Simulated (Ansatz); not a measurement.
# CBCl₂F₃O: a ladder of functionals and wavefunction methods

One table from this session's results is given with a row withheld; the runs are named, their logs left out.

Program: Ansatz 0.2.0, Gaussian basis. Level of theory: functionals in def2-TZVPP, the program's frozen cores in correlated methods. These are calculated values, not measurements.

The runs, in order: LDA (SPW92), PBE-D4, revPBE-D4, BLYP-D4, r2SCAN-D4, B97M-V, PBE0-D4, B3LYP-D4, r2SCANh-D4, r2SCAN0-D4, HSE06-D4, BHLYP-D4, CAM-B3LYP-D4, LC-ωPBE, ωB97X-V, ωB97M-V, B2PLYP, PBE-QIDH; CCSD(T)/def2-SVP; CCSD(T)/def2-TZVPP; MP2/def2-QZVPP; extrapolation to the limit; RPA on PBE.

**The relaxed structure**

An earlier PBE0-D4 in a triple-zeta def2 set relaxation fixed the geometry.

SMILES `FC(F)(F)OB(Cl)Cl`, 8 atoms, charge 0, spin multiplicity 1.

Atoms are counted from 1 here; the program's logs count them from 0.

Bond lengths: F1–C2 1.328 Å, C2–F3 1.320 Å, C2–F4 1.328 Å, C2–O5 1.357 Å, O5–B6 1.364 Å, B6–Cl7 1.739 Å, B6–Cl8 1.738 Å. Angles: F1–C2–F3 108.5°, F1–C2–F4 108.5°, F1–C2–O5 111.7°, F3–C2–F4 108.5°, F3–C2–O5 107.9°, F4–C2–O5 111.7°, C2–O5–B6 127.0°, O5–B6–Cl7 123.5°, O5–B6–Cl8 115.9°, Cl7–B6–Cl8 120.6°.

Set-up of the first run:

Input file in.yaml:

```yaml
crystal:
  periodic: [false, false, false]
  atoms:
    - {symbol: F, position_ang: [0.887183, -1.348756, -0.832577]}
    - {symbol: C, position_ang: [1.050510, -0.111705, -0.379027]}
    - {symbol: F, position_ang: [2.282476, 0.006930, 0.081274]}
    - {symbol: F, position_ang: [0.896134, 0.731627, -1.392751]}
    - {symbol: O, position_ang: [0.196678, 0.166086, 0.638915]}
    - {symbol: B, position_ang: [-1.166446, 0.159285, 0.592553]}
    - {symbol: Cl, position_ang: [-2.075741, -0.222721, -0.839357]}
    - {symbol: Cl, position_ang: [-1.978692, 0.562155, 2.075170]}
basis:
  gaussian: {orbitals: def2-TZVPP}
hamiltonian: {xc: lda}
output: {orbitals: {seedname: orbitals}}
```

Run with:

```
$ ansatz run in.yaml --threads 4 --pin off --events-out ev --progress --plain --max-ram 11315MiB
```

Steps of the session up to this table: LDA; PBE-D4 (GGA); revPBE-D4 (GGA); BLYP-D4 (GGA); r2SCAN-D4 (meta-GGA); B97M-V (meta-GGA); B3LYP-D4 (hybrid); r2SCANh-D4 (hybrid); r2SCAN0-D4 (hybrid); HSE06-D4 (hybrid); BHLYP-D4 (hybrid); CAM-B3LYP-D4 (range-separated); LC-ωPBE (range-separated); ωB97X-V (range-separated); ωB97M-V (range-separated); B2PLYP (double hybrid); PBE-QIDH (double hybrid).

One table of the session follows, with a row left open; its other results are not shown here.

It belongs to the step «Orbital energies across the functionals». 

| functional | HOMO (eV) | gap (eV) |
| --- | --- | --- |
| LDA (SPW92) | -8.17 | 5.69 |
| PBE-D4 | -8.01 | 5.85 |
| revPBE-D4 | -7.94 | 5.91 |
| BLYP-D4 | -7.83 | 5.85 |
| r2SCAN-D4 | -8.39 | 6.54 |
| B97M-V | -8.49 | 6.81 |
| PBE0-D4 | -9.49 | 8.29 |
| B3LYP-D4 | -9.19 | 7.79 |
| r2SCANh-D4 | -8.93 | 7.42 |
| r2SCAN0-D4 | -9.73 | 8.73 |
| HSE06-D4 | ? | ? |
| BHLYP-D4 | -10.80 | 10.74 |
| CAM-B3LYP-D4 | -10.88 | 10.85 |
| LC-ωPBE | -12.33 | 13.48 |
| ωB97X-V | -11.93 | 13.04 |
| ωB97M-V | -11.75 | 12.73 |

Q: Estimate the row for HSE06-D4 from the others.

As computed: HOMO (eV): -9.08; gap (eV): 7.50. In the column «HOMO (eV)» it lies between B3LYP-D4 (-9.19) and r2SCANh-D4 (-8.93).
